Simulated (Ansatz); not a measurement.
# Ga4AsP3: the cost of one run

The runs shown are made with Ansatz 0.2.0. PAW datasets, plane waves. These are computed values for a spin-unpolarised cell that may be hypothetical; none is a measurement.

## (1) The system as given

The cell was relaxed beforehand with r2SCAN.

The symmetry is P-43m (No. 215, cubic); conventional cell a = 5.504 Å, 20.84 Å³ an atom. P has 4 Ga at 2.37 Å; Ga has 3 P at 2.37 Å and 1 As at 2.42 Å; As has 4 Ga at 2.42 Å.

As a file:

```
P Ga As
1.0
     5.50404    0.00000    0.00000
     0.00000    5.50404    0.00000
     0.00000    0.00000    5.50404
P Ga As
3 4 1
Direct
  0.50000 0.00000 0.00000
  0.00000 0.50000 0.00000
  0.00000 0.00000 0.50000
  0.24581 0.75419 0.75419
  0.75419 0.24581 0.75419
  0.75419 0.75419 0.24581
  0.24581 0.24581 0.24581
  0.50000 0.50000 0.50000
```

## (2) PBE band path

The input, input.yaml:

```yaml
crystal:
  lattice:
    - [5.5040447875, 0.0, 0.0]
    - [0.0, 5.5040447875, 0.0]
    - [0.0, 0.0, 5.5040447875]
  atoms:
    - { symbol: P, position: [0.5, 0.0, 0.0] }
    - { symbol: Ga, position: [0.2458135314, 0.7541864686, 0.7541864686] }
    - { symbol: P, position: [0.0, 0.5, 0.0] }
    - { symbol: Ga, position: [0.7541864686, 0.2458135314, 0.7541864686] }
    - { symbol: P, position: [0.0, 0.0, 0.5] }
    - { symbol: Ga, position: [0.7541864686, 0.7541864686, 0.2458135314] }
    - { symbol: As, position: [0.5, 0.5, 0.5] }
    - { symbol: Ga, position: [0.2458135314, 0.2458135314, 0.2458135314] }
kpoints:
  mp_grid: { grid: [6, 6, 6] }
  band_path:
    path:
      - [[0.0, 0.0, 0.0], [9.717160718002e-51, 0.5, 4.19894100159e-34], [0.5, 0.5, 7.348146752782e-34], [0.0, 0.0, 0.0], [0.5, 0.5, 0.5], [9.717160718002e-51, 0.5, 4.19894100159e-34]]
      - [[0.5, 0.5, 0.5], [0.5, 0.5, 7.348146752782e-34]]
    npoints: 10
hamiltonian:
  xc: pbe
scf:
  occupations: { method: fermi_dirac, width: 0.02 }
  n_extra_bands: 6
output:
  forces: true
  stress: true
  eigenvalues: true
  write_density: true
  write_potential: true
  elf: true
  volumetric_format: npy
```

Launch:

```console
ansatz run input.yaml --threads 4 --pin off --max-ram 6451MiB --backend cpu --events-out ev --progress --plain --runs-dir out
```

Q: Estimate wall time and peak memory on 4 threads of Arm Neoverse V1, shared host.

About 13 s, with a peak of 0.69 GiB.
